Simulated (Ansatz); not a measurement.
# C3H10FInSi: the cost of one run

The runs use Ansatz 0.2.0, Gaussian basis; one geometry, several basis sets.

Plan: PBE0-D4/def2-SVP; ωB97M-V/def2-SVP; PBE0-D4/def2-QZVPP; ωB97M-V/def2-QZVPP; the functionals' def2-TZVPP values are taken from earlier runs.

### 1 The relaxed structure

The geometry comes from an earlier relaxation with PBE0-D4 in a triple-zeta def2 set; it is a stationary point, not always the lowest conformer. In takes the def2 core potential; no spin-orbit term is included.

SMILES `CC(F)[SiH2][CH2][InH2]`, 16 atoms, charge 0, spin multiplicity 1.

Atoms are counted from 1 here; the program's logs count them from 0.

Bond lengths: C1–C2 1.505 Å, C1–H7 1.093 Å, C1–H8 1.093 Å, C1–H9 1.093 Å, C2–F3 1.442 Å, C2–Si4 1.914 Å, C2–H10 1.093 Å, Si4–C5 1.845 Å, Si4–H11 1.488 Å, Si4–H12 1.493 Å, C5–In6 2.187 Å, C5–H13 1.092 Å, C5–H14 1.093 Å, In6–H15 1.726 Å, In6–H16 1.723 Å. Angles: C2–C1–H7 111.2°, C2–C1–H8 109.2°, C2–C1–H9 111.6°, H7–C1–H8 108.3°, H7–C1–H9 108.4°, H8–C1–H9 108.0°, C1–C2–F3 107.6°, C1–C2–Si4 115.4°, C1–C2–H10 110.8°, F3–C2–Si4 105.9°, F3–C2–H10 104.2°, Si4–C2–H10 112.1°, C2–Si4–C5 107.4°, C2–Si4–H11 107.1°, C2–Si4–H12 105.8°, C5–Si4–H11 111.2°, C5–Si4–H12 116.4°, H11–Si4–H12 108.5° and more.

### 2 PBE0-D4 in def2-SVP

Input file in.yaml:

```yaml
crystal:
  periodic: [false, false, false]
  atoms:
    - {symbol: C, position_ang: [-0.618048, -1.555833, -1.120290]}
    - {symbol: C, position_ang: [-0.605518, -1.126407, 0.321970]}
    - {symbol: F, position_ang: [-1.576695, -0.071046, 0.470728]}
    - {symbol: Si, position_ang: [1.052513, -0.404140, 0.948507]}
    - {symbol: C, position_ang: [1.273763, 1.242905, 0.146034]}
    - {symbol: In, position_ang: [-0.683599, 2.205261, -0.014980]}
    - {symbol: H, position_ang: [-1.620443, -1.855806, -1.434716]}
    - {symbol: H, position_ang: [0.051498, -2.410268, -1.247048]}
    - {symbol: H, position_ang: [-0.274191, -0.756013, -1.781055]}
    - {symbol: H, position_ang: [-0.977205, -1.925617, 0.968615]}
    - {symbol: H, position_ang: [0.941755, -0.270909, 2.426755]}
    - {symbol: H, position_ang: [2.087025, -1.435929, 0.642426]}
    - {symbol: H, position_ang: [1.704876, 1.152657, -0.853348]}
    - {symbol: H, position_ang: [1.931105, 1.870081, 0.753198]}
    - {symbol: H, position_ang: [-1.356920, 2.343415, -1.597981]}
    - {symbol: H, position_ang: [-1.329935, 2.997669, 1.371184]}
basis:
  gaussian: {orbitals: def2-SVP}
hamiltonian: {xc: pbe0, dispersion: d4}
output: {orbitals: {seedname: orbitals}}
```

The run is started by

```
$ ansatz run in.yaml --threads 2 --pin off --events-out ev --progress --plain --max-ram 31744MiB --backend cpu
```

What time and memory should one allow on 2 threads of AMD EPYC 7R13, shared host?

About 3.4 s, with a peak of 0.51 GiB.
